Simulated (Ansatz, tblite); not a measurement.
# The cluster Li₅H₅: a ladder of methods and basis sets

Aim: run the singlet of the cluster Li₅H₅ at one geometry on many levels, and compare frontier levels, spin and run time.

Program: Ansatz 0.2.0, Gaussian basis. Level of theory: as each input shows. These are calculated values, not measurements.

Levels to be run: GFN1-xTB, GFN2-xTB, PBE-D4/def2-TZVP, r2SCAN-D4/def2-TZVP, BHLYP-D4/def2-TZVP, LDA/def2-TZVP, PBE-QIDH/def2-TZVP, BLYP-D4/def2-TZVP, HSE06-D4/def2-TZVP, PBE-D4/def2-SVP, PBE0-D4/def2-SVP, PBE0-D4/def2-TZVPD, PBE-D4/def2-TZVPD, r2SCAN-D4/def2-TZVPD, CCSD(T)/def2-TZVPP, MP2/def2-TZVP, RPA/def2-TZVP, CCSD(T)/def2-TZVPD.

### Step 1. The geometry

The singlet was relaxed beforehand with r2SCAN-D4/def2-TZVP. At that level it is the lowest of the isomers that a small search found.

10 atoms, charge 0, spin multiplicity 1.

Bond lengths: Li1–Li2 2.938 Å, Li1–Li3 2.448 Å, Li1–Li4 2.472 Å, Li1–H6 1.863 Å, Li1–H7 1.821 Å, Li1–H10 1.827 Å, Li2–Li3 2.938 Å, Li2–Li4 2.589 Å, Li2–Li5 2.647 Å, Li2–H8 1.760 Å, Li2–H9 1.890 Å, Li2–H10 1.892 Å, Li3–Li4 2.472 Å, Li3–H6 1.865 Å, Li3–H7 1.822 Å, Li3–H9 1.828 Å, Li4–H7 1.798 Å, Li4–H9 1.822 Å and more. Angles: Li2–Li1–Li3 65.4°, Li2–Li1–Li4 56.4°, Li2–Li1–H6 71.4°, Li2–Li1–H7 93.5°, Li2–Li1–H10 38.6°, Li3–Li1–Li4 60.3°, Li3–Li1–H6 49.0°, Li3–Li1–H7 47.8°, Li3–Li1–H10 92.8°, Li4–Li1–H6 104.1°, Li4–Li1–H7 46.5°, Li4–Li1–H10 47.3°, H6–Li1–H7 93.4°, H6–Li1–H10 109.9°, H7–Li1–H10 93.7°, Li1–Li2–Li3 49.2°, Li1–Li2–Li4 52.7°, Li1–Li2–Li5 66.9° and more.

PBE0-D4/def2-TZVP was run before; its log isn't repeated, and its numbers join the tables.

### Step 2. GFN1-xTB

Tight binding, by tblite at 300 K electronic temperature and without a spin-polarisation term:

```python
tblite.interface.Calculator('GFN1-xTB', numbers, positions, charge=0, uhf=0).singlepoint()
```

Energy -129.1610 eV, HOMO -11.77 eV, LUMO -7.40 eV; 0.003 s.

### Step 3. GFN2-xTB

Tight binding, by tblite at 300 K electronic temperature and without a spin-polarisation term:

```python
tblite.interface.Calculator('GFN2-xTB', numbers, positions, charge=0, uhf=0).singlepoint()
```

Energy -109.9489 eV, HOMO -9.69 eV, LUMO -4.13 eV; 0.003 s.

### Step 4. PBE-D4/def2-TZVP

start.molden holds the orbitals of an earlier run on this state, given as this run's starting guess.

Input file in.yaml:

```yaml
crystal:
  periodic: [false, false, false]
  atoms:
    - {symbol: Li, position_ang: [-1.556422, 0.423793, 0.271820]}
    - {symbol: Li, position_ang: [0.634618, -1.298674, -0.656485]}
    - {symbol: Li, position_ang: [0.684619, 1.233928, 0.831112]}
    - {symbol: Li, position_ang: [-0.120073, -0.899359, 1.787382]}
    - {symbol: Li, position_ang: [0.252775, 0.817167, -2.200740]}
    - {symbol: H, position_ang: [-0.353936, 1.463320, -0.700745]}
    - {symbol: H, position_ang: [-0.747783, 0.783681, 1.862935]}
    - {symbol: H, position_ang: [0.842393, -0.746006, -2.314314]}
    - {symbol: H, position_ang: [1.383919, -0.454746, 0.859410]}
    - {symbol: H, position_ang: [-1.020100, -1.323114, 0.259626]}
basis:
  gaussian: {orbitals: def2-TZVP, initial_orbitals: start.molden}
hamiltonian: {xc: pbe, dispersion: d4}
scf: {omitted_lower_state_checks: [starts]}
output: {orbitals: {seedname: orbitals}}
```

Command:

```sh
$ ansatz run in.yaml --threads 4 --pin off --events-out ev --progress --plain --max-ram 3916MiB
```

Further steps of the session: r2SCAN-D4/def2-TZVP; BHLYP-D4/def2-TZVP; LDA/def2-TZVP; PBE-QIDH/def2-TZVP; BLYP-D4/def2-TZVP; HSE06-D4/def2-TZVP; PBE-D4/def2-SVP; PBE0-D4/def2-SVP; PBE0-D4/def2-TZVPD; PBE-D4/def2-TZVPD; r2SCAN-D4/def2-TZVPD; CCSD(T)/def2-TZVPP; MP2/def2-TZVP; RPA/def2-TZVP; CCSD(T)/def2-TZVPD.

Before running them: what should the planned runs give, taken together? Wanted: gap in def2-TZVP, named functionals, smallest and largest; correlation energy, CCSD(T)/def2-TZVPP; correlation energy, MP2/def2-TZVP; correlation energy, CCSD(T)/def2-TZVPD; binding an atom, CCSD(T)/def2-TZVPP; PBE0 total energy, smallest basis above largest.

As calculated:

```
                                                 quantity                                  value
gap in def2-TZVP, named functionals, smallest and largest  3.95 eV (BLYP-D4), 7.22 eV (BHLYP-D4)
                   correlation energy, CCSD(T)/def2-TZVPP                              -10.07 eV
                        correlation energy, MP2/def2-TZVP                               -7.45 eV
                   correlation energy, CCSD(T)/def2-TZVPD                               -9.41 eV
                      binding an atom, CCSD(T)/def2-TZVPP                               2.005 eV
          PBE0 total energy, smallest basis above largest         0.93 eV (def2-SVP, def2-TZVPD)
```

What this shows: Orbital gaps of the named functionals in def2-TZVP span 3.95 eV (BLYP-D4) to 7.22 eV (BHLYP-D4); exact exchange widens it. The functionals in def2-TZVP miss CCSD(T)/def2-TZVPP by -0.060 (PBE0-D4) to +0.150 eV (LDA) an atom. CCSD(T)/def2-TZVPP isn't at the basis-set limit; small misses against it rank nothing.
